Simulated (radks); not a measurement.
**Sb³⁻ held by a Watson sphere**

Aim: the size and levels of Sb³⁻ inside a shell of charge +3 and radius R, which stands for the Madelung well of a crystal, for several R.

The numbers are computed with radks (a radial shooting solver on a logarithmic mesh, Libxc functionals) version 1 (scalar-relativistic Kohn-Sham, LDA (Slater exchange, VWN5 correlation), spin-polarised, spherical densities, finite nucleus), except any that are marked as measured or tabulated.

### Step 1. The atom as given

| Property | Result |
| --- | --- |
| element | antimony (Z = 51) |
| charge | -3 |
| electrons | 54 |
| configuration | [Xe] |
| nuclear rms radius | 4.6802 fm |

The outer shells:

Sb³⁻
```
[Kr] core
4d [↑↓][↑↓][↑↓][↑↓][↑↓]
5s [↑↓]
5p [↑↓][↑↓][↑↓]
```

### Step 2. R = 2.56 bohr

The run's settings:

```text
Z 51
configuration [Xe]
relativity scalar-relativistic
functional lda,vwn5
spin polarised
nucleus finite rms 4.6802 fm
c 137.035999084
watson charge 3 radius 2.56 bohr
response adiabatic LDA kernel
```

### Step 3. R = 2.89 bohr

Input: that of step 2 with these lines changed.

```diff
@@ -7,3 +7,3 @@
 c 137.035999084
-watson charge 3 radius 2.56 bohr
+watson charge 3 radius 2.89 bohr
 response adiabatic LDA kernel
```

### Step 4. R = 2.91 bohr

Input: that of step 3 with these lines changed.

```diff
@@ -7,3 +7,3 @@
 c 137.035999084
-watson charge 3 radius 2.89 bohr
+watson charge 3 radius 2.91 bohr
 response adiabatic LDA kernel
```

### Step 5. R = 3.45 bohr

Input: that of step 4 with these lines changed.

```diff
@@ -7,3 +7,3 @@
 c 137.035999084
-watson charge 3 radius 2.91 bohr
+watson charge 3 radius 3.45 bohr
 response adiabatic LDA kernel
```

### Step 6. R = 4.11 bohr

Input: that of step 5 with these lines changed.

```diff
@@ -7,3 +7,3 @@
 c 137.035999084
-watson charge 3 radius 3.45 bohr
+watson charge 3 radius 4.11 bohr
 response adiabatic LDA kernel
```

### Step 7. R = 4.53 bohr

Input: that of step 6 with these lines changed.

```diff
@@ -7,3 +7,3 @@
 c 137.035999084
-watson charge 3 radius 4.11 bohr
+watson charge 3 radius 4.53 bohr
 response adiabatic LDA kernel
```

### Step 8. R = 4.58 bohr

Input: that of step 7 with these lines changed.

```diff
@@ -7,3 +7,3 @@
 c 137.035999084
-watson charge 3 radius 4.53 bohr
+watson charge 3 radius 4.58 bohr
 response adiabatic LDA kernel
```

### Step 9. R = 5.43 bohr

Input: that of step 8 with these lines changed.

```diff
@@ -7,3 +7,3 @@
 c 137.035999084
-watson charge 3 radius 4.58 bohr
+watson charge 3 radius 5.43 bohr
 response adiabatic LDA kernel
```

Before running it: what results should come out? Wanted: for each run, R; highest level; its <r>; sum of <r²>; α.

As calculated:

```tsv
R (bohr)	highest level (eV)	its <r> (bohr)	sum of <r²> (bohr²)	α (bohr³)
2.56	-7.120	2.776	85.75	50.13
2.89	-6.597	2.907	91.51	60.89
2.91	-6.565	2.915	91.87	61.63
3.45	-5.702	3.129	101.8	86.03
4.11	-4.753	3.383	114.6	129.7
4.53	-4.234	3.539	123.0	167.8
4.58	-4.177	3.557	124.0	172.9
5.43	-3.343	3.861	142.4	285.3
```

From R = 2.56 to 5.43 bohr the top level moves from -7.120 to -3.343 eV and its mean radius from 2.78 to 3.86 bohr. A wider sphere makes a shallower well, so the ion swells. The polarisability goes from 50.1 to 285 bohr³. Response by self-consistent Sternheimer equations with the Hartree and adiabatic LDA kernel, the relativistic mass of each level held fixed and spin-orbit coupling left out. The sphere does not respond.
